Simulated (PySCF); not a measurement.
# GeH7OPSi: the cost of one run

Programs: PySCF 2.14.0, with routines of our own; each step states its level. All values are computed. Atoms count from 0.

### 1 The system as given

11 atoms, charge 0, multiplicity 1; geometry from: GFN2-xTB.

### 2 Optimising the geometry at PBE0-D3(BJ)/def2-SVP

What the job is given:

```
{"job": {"xc": "PBE0", "basis": "def2-SVP", "d3": "d3bj", "grid": 1, "maxiter": 30, "shake": 0.01, "kind": "geom"}, "charge": 0, "multiplicity": 1}
P     -1.966190    -0.530490    -0.389510
Si    -0.517860     1.172160    -0.255140
O      0.942870     0.555870     0.017710
Ge     1.860470    -0.945560     0.160750
H     -3.105800     0.299150    -0.482250
H     -2.131570    -0.671140     0.971380
H     -0.717420     2.098700     0.861810
H     -0.439990     1.862510    -1.552360
H      3.222550    -0.478550     0.440300
H      1.665860    -1.689120    -1.117840
H      1.225190    -1.699350     1.329480
```

The run is started by

```
$ OMP_NUM_THREADS=1 python heavy_run.py task.json out
```

The driver reads the jobs from task.json and runs them one after another.

**Question.** How long does this first job take on 1 thread of Arm Neoverse V1, shared host, and how much memory does it need?

About 68 s, with a peak of 0.5 GiB.
